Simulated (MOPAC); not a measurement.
# AlSnSi2H7 (SMILES [SnH3][Al]1[SiH2][SiH2]1): PM6 (COSMO acetone)

We compute a structure relaxation of AlSnSi2H7. Input form: an ASE script.

The calculation is run with MOPAC 23.2.5.

9 further runs of the same task are left out: 5 that didn't finish, 4 set aside as unsound or not needed.

### Step 1. The structure to begin with

AlSnSi2H7 has 11 atoms, charge 0, and is taken as a singlet. As SMILES, `[SnH3][Al]1[SiH2][SiH2]1`. All atoms were displaced at random from a relaxed shape. The run starts from this shape.

Bond lengths: Sn1–Al2 2.624 Å, Al2–Si3 2.270 Å, Al2–Si4 2.467 Å, Si3–Si4 2.167 Å, Sn1–H5 1.773 Å, Sn1–H6 1.733 Å, Sn1–H7 1.752 Å, Si3–H8 1.516 Å, Si3–H9 1.623 Å, Si4–H10 1.310 Å, Si4–H11 1.471 Å. Some angles: Sn1–Al2–Si3 149.8°, Sn1–Al2–Si4 155.7°, Si3–Al2–Si4 54.2°, Al2–Si3–Si4 67.5°, Al2–Si4–Si3 58.3°, Al2–Sn1–H5 108.5°, Al2–Sn1–H6 114.3°, Al2–Sn1–H7 106.5°, Al2–Si3–H8 118.9°, Al2–Si3–H9 114.3°.

### Step 2. A structure relaxation at PM6 (COSMO acetone)

File mol.xyz:

```xyz
11

Sn    -1.483904     2.156620    -0.796373
Al    -0.066925     0.051643    -0.126159
Si     0.568906    -1.469570     1.434756
Si     1.666222    -1.678452    -0.421970
H     -2.529157     1.721607    -2.161045
H     -2.419874     2.826999     0.499143
H     -0.345961     3.365401    -1.357720
H     -0.472650    -2.410514     2.007898
H      1.433309    -0.848976     2.659586
H      2.876158    -1.182709    -0.505581
H      0.972653    -2.598100    -1.336368
```

File job.py:

```python
from ase.calculators.mopac import MOPAC
from ase.optimize import BFGS
from ase.io import read

mol = read("mol.xyz")
calc = MOPAC(label="job", method="PM6", task="1SCF GRADIENTS EPS=20.5 AUX(PRECISION=9) THREADS=1")
mol.calc = calc
opt = BFGS(mol, trajectory="opt.traj")
done = opt.run(fmax=0.05, steps=80)
print("converged:", done)
energy = mol.get_potential_energy()
print("energy / eV: %.6f" % energy)
print("forces (eV/A):")
for sym, f in zip(mol.get_chemical_symbols(), mol.get_forces()):
    print(f"{sym:2s} {f[0]:10.5f} {f[1]:10.5f} {f[2]:10.5f}")
print("dipole (e A):", mol.get_dipole_moment().round(4))
homo, lumo = calc.get_homo_lumo_levels()
print(f"HOMO {homo:.3f} eV, LUMO {lumo:.3f} eV, gap {lumo - homo:.3f} eV")
print("final positions (A):")
for atom in mol:
    print(f"{atom.symbol:2s} {atom.x:11.6f} {atom.y:11.6f} {atom.z:11.6f}")
```

On the command line:

```sh
$ export ASE_MOPAC_COMMAND="mopac PREFIX.mop > /dev/null 2>&1"
$ python job.py
```

What values should one expect? Wanted: total energy at the end; dipole moment; HOMO energy; LUMO energy; HOMO–LUMO gap; heat of formation.

Answer, from the run:

At PM6 (COSMO acetone):

```
               quantity            value
total energy at the end     -13.75023 Eh
          dipole moment           1.31 D
            HOMO energy         -8.68 eV
            LUMO energy         -1.27 eV
          HOMO–LUMO gap          7.41 eV
      heat of formation  -170.2 kcal/mol
```

In words: At the final geometry: Bond lengths: Sn1–Al2 2.215 Å, Al2–Si3 2.008 Å, Al2–Si4 2.086 Å, Si3–Si4 1.995 Å, Sn1–H5 1.710 Å, Sn1–H6 1.708 Å, Sn1–H7 1.708 Å, Si3–H8 1.499 Å, Si3–H9 1.616 Å, Si4–H10 1.507 Å, Si4–H11 1.509 Å. Some angles: Sn1–Al2–Si3 154.0°, Sn1–Al2–Si4 147.6°, Si3–Al2–Si4 58.3°, Al2–Si3–Si4 62.8°, Al2–Si4–Si3 58.9°, Al2–Sn1–H5 108.6°, Al2–Sn1–H6 110.9°, Al2–Sn1–H7 109.3°, Al2–Si3–H8 139.0°, Al2–Si3–H9 81.8°. The optimisation stopped short of its gradient threshold. The optimisation took 54 steps and changed the energy by -4.015 eV.
